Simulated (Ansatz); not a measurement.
# Tc3Mo: the cost of one run

Program: the Python package of Ansatz 0.2.0. Level of theory: DFT PBEsol, plane waves, PAW. These are calculated values, not measurements.

## 1. The system

The structure is tetragonal, space group I4/mmm (No. 139). The conventional cell has a = 3.920 Å, b = 3.920 Å, c = 7.814 Å, α = 90.00°, β = 90.00°, γ = 90.00°. Around Tc (site symmetry -4m2) lie 8 Tc at 2.77 Å and 4 Mo at 2.77 Å. Around Tc (site symmetry 4/mmm) lie 8 Tc at 2.77 Å and 4 Mo at 2.77 Å. Mo (site symmetry 4/mmm) is surrounded by 12 Tc at 2.77 Å.

The script holds or builds the structure itself.

## 2. Script

tc3mo.py

```python
import ansatz as az
from tabulate import tabulate

cell = (
    az.Lattice.from_parameters(3.91952, 3.91952, 7.813696, alpha=90, beta=90, gamma=90)
    .space_group(139, hermann_mauguin='I4/mmm')
    .atom('Tc', (0.0, 0.5, 0.25))
    .atom('Tc', (0.5, 0.5, 0.0))
    .atom('Mo', (0.0, 0.0, 0.0))
    .primitive()
)

calc = (
    cell.calculation()
    .functional('pbesol')
    .occupations('cold', width=0.1)
    .kpoints(8, 8, 8)
    .scf(tolerance=1e-10)
    .forces()
    .stress()
)

rows = []
for value in [300, 400, 500, 600, 700]:
    rep = calc.basis(value).run(threads=1).report
    rows.append((value, rep['free_energy_ev'] / len(rep['lattice']['sites']), rep['n_iterations'], sum(rep['stress_gpa'][i][i] for i in range(3)) / 3, max(abs(f) for row in rep['forces_ev_ang'] for f in row), rep['n_pw']))

print(tabulate(rows, headers=['cutoff (eV)', 'F/atom (eV)', 'iterations', 'P (GPa)', 'max component (eV/A)', 'plane waves'], floatfmt='.4f', tablefmt='simple'))

for row in rows[:-1]:
    shift = 1000 * (row[1] - rows[-1][1])
    print(f'{row[0]}: {shift:+.2f} meV/atom' + ('  (within 1 meV)' if abs(shift) < 1 else ''))
```

## 3. Launch

Command:

```console
> python tc3mo.py
```

Q: Estimate wall time and peak memory on 1 thread of Arm Neoverse V2, shared host.

About 50 s, with a peak of 0.59 GiB.
